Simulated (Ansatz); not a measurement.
This was printed by a script on Ansatz 0.2.0, Python API, for a band structure of Pb, space group Fd-3m. What did the script look like? Level of theory: PBEsol, PAW, cutoff 630 eV, 7×7×7 k-points, Fermi-Dirac smearing of 0.15 eV.

```
Pb
1.0
     0.00000    3.43900    3.43900
     3.43900    0.00000    3.43900
     3.43900    3.43900    0.00000
Pb
2
Direct
  0.50000 0.50000 0.50000
  0.75000 0.75000 0.75000
```

Output of `python pb.py`:
```text
events: {'scf_iter': 8, 'scf_done': 1, 'notice': 2, 'finished': 1}
free energy      -23509.25726 eV
per atom         -11754.62863 eV
SCF iterations   8  (converged: True)
zero of the bands: 6.874 eV, the Fermi level found on the SCF mesh
channel 0 - computed levels within 6 eV of the Fermi level
  K    -2.717  -1.619   0.980   3.024   5.186   5.850
  G    -3.898   0.427   0.427   0.427   2.433   2.433   2.433   4.033
  L    -0.960  -0.723  -0.723   3.544   3.544   5.382
  W    -2.420  -2.420   2.755   2.755   4.257   4.257
  X    -1.952  -1.952   0.849   0.849
```

One script that gives this output:

`pb.py`:
```python
"""Band structure of Pb."""

from collections import Counter
import json

import ansatz as az
import numpy as np

SETTINGS = {
    "mesh": (7, 7, 7),
    "functional": "pbesol",
    "cutoff_ev": 630,
    "filling": "Fermi-Dirac",
    "smearing_width": 0.15,
    "tolerance": 1e-09,
    "max_scf": 200,
    "extra_bands": 10,
}

pb = (
    az.Lattice.of((0.0, 3.439, 3.439), (3.439, 0.0, 3.439), (3.439, 3.439, 0.0))
    .atom("Pb", (0.5, 0.5, 0.5))
    .atom("Pb", (0.75, 0.75, 0.75))
)

# high-symmetry points in fractions of the reciprocal vectors
path = [
    ("K", (0.375, 0.375, 0.75)),
    ("G", (0.0, 0.0, 0.0)),
    ("L", (0.5, 0.5, 0.5)),
    ("W", (0.5, 0.25, 0.75)),
    ("X", (0.5, 0.0, 0.5)),
]
setup = (
    pb.calculation()
    .kpoints(mesh=SETTINGS["mesh"], center="monkhorst-pack")
    .functional(SETTINGS["functional"])
    .basis(SETTINGS["cutoff_ev"])
    .occupations(SETTINGS["filling"], width=SETTINGS["smearing_width"])
    .accuracy("high")
    .scf(tolerance=SETTINGS["tolerance"], max_iterations=SETTINGS["max_scf"], lower_state_search="light")
    .band_structure([point for _, point in path], intervals=6)
    .scf(extra_bands=SETTINGS["extra_bands"])
)
res = setup.run(events_out="events.ndjson")
rep = res.report
with open("events.ndjson") as stream:
    kinds = Counter(json.loads(line)["event"] for line in stream)
print("events:", {kind: kinds[kind] for kind in ("scf_iter", "scf_done", "notice", "finished")})

print(f"free energy      {rep['free_energy_ev']:.5f} eV")
print(f"per atom         {rep['free_energy_ev'] / len(res.lattice.sites):.5f} eV")
print(f"SCF iterations   {rep['n_iterations']}  (converged: {rep['converged']})")

bands = res.band_structure()
fermi = bands.fermi_energy_ev
print(f"zero of the bands: {fermi:.3f} eV, the Fermi level found on the SCF mesh")
for spin, channel in enumerate(bands.channels):
    print("channel", spin, "- computed levels within 6 eV of the Fermi level")
    for i, (label, _) in enumerate(path):
        levels = channel.eigenvalues_ev[i * 6] - fermi
        print(f"  {label:3s}", " ".join(f"{e:7.3f}" for e in levels if abs(e) < 6))
```

The settings weren't tested for convergence. The mesh is modest for a metal, so energies can be off by several to tens of meV an atom and pressures by half a GPa or more; differences at equal mesh fare better. A Fermi-Dirac width this large means warm electrons, whose thermal share enters the free energy. This isn't the structure that Pb takes at ambient conditions. Gaps and levels are Kohn-Sham values on a finite set of k-points, without spin-orbit coupling. The whole script took 4.2 s on 1 thread of Intel(R) Xeon(R) Platinum 8488C (Sapphire Rapids), with other jobs on the host, peak memory 0.47 GiB.
